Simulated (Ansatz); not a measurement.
# C2H2AlCl: the cost of one run

All numbers are computed with Ansatz 0.2.0, driven from Python. Level of theory: B3LYP/6-31G.

## Step 1: The structure

Bond lengths: C1–C2 1.182 Å, C2–Al3 1.931 Å, Al3–Cl4 2.149 Å, C1–H5 1.098 Å, Al3–H6 1.625 Å. Angles: C1–C2–Al3 177.6°, C2–C1–H5 174.1°, C2–Al3–Cl4 121.2°, C2–Al3–H6 118.9°, Cl4–Al3–H6 119.9°.

The script holds or builds the structure itself.

## Step 2: The code

File md.py:

```python
"""Molecular dynamics of one C2H2AlCl molecule."""

from dataclasses import dataclass
import warnings

import ansatz as az
import numpy as np


@dataclass(frozen=True)
class RunConfig:
    basis: str = "6-31G"
    xc: str = "B3LYP"
    n_steps: int = 20
    temperature_k: int = 800


opts = RunConfig()

warnings.simplefilter("ignore", az.DeckWarning)

geometry = (
    az.Crystal.molecule()
    .atom("C", (0.3164, 0.8884, -1.6388))
    .atom("C", (0.1298, 0.3739, -0.5909))
    .atom("Al", (-0.1161, -0.5184, 1.1033))
    .atom("Cl", (-1.1688, -2.3874, 1.2332))
    .atom("H", (0.3879, 1.4148, -2.5995))
    .atom("H", (0.4929, 0.1646, 2.4466))
)

base = (
    geometry.calculation()
    .basis(gaussian=opts.basis)
    .functional(opts.xc)
)
symbols = [site.symbol for site in geometry.cartesian_sites]
start = np.array([site.position_ang for site in geometry.cartesian_sites], dtype=float)
report = base.relax(force_tolerance=0.02).run(threads=1).report
end = np.array(report["positions_ang"])
minimum = az.Crystal.molecule()
for symbol, place in zip(symbols, end):
    minimum = minimum.atom(symbol, place.tolist())

# dynamics from the relaxed geometry
base = (
    minimum.calculation()
    .basis(gaussian=opts.basis)
    .functional(opts.xc)
    .md("nvt_nose_hoover", timestep=0.5, steps=opts.n_steps, temperature=opts.temperature_k, initial_velocities="maxwell_boltzmann", seed=17, thermostat_time=10)
)
frames = []
outcome = base.session().plan().execute(on_event=lambda e: frames.append(e["data"]) if e["event"] == "md_step" else None)
print("t (fs)   E_pot (eV)      E_kin (eV)   T (K)   d(0-1) (A)")
for f in frames[::1]:
    xyz = np.array(f["positions_ang"])
    print(f"{f['time_fs']:6.2f} {f['lagrangian_ev']:14.5f} {f['e_kin_ev']:10.5f} {f['temperature_k']:8.1f} {np.linalg.norm(xyz[0] - xyz[1]):9.4f}")
kept = np.array([f["conserved_ev"] for f in frames])
print(f"conserved energy moves by at most {1000 * np.ptp(kept):.3f} meV")
```

## Step 3: The run

The run is started by

```console
python md.py
```

Q: Estimate wall time and peak memory on 1 thread of Arm Neoverse V1, shared host.

About 54 s, with a peak of 0.2 GiB.
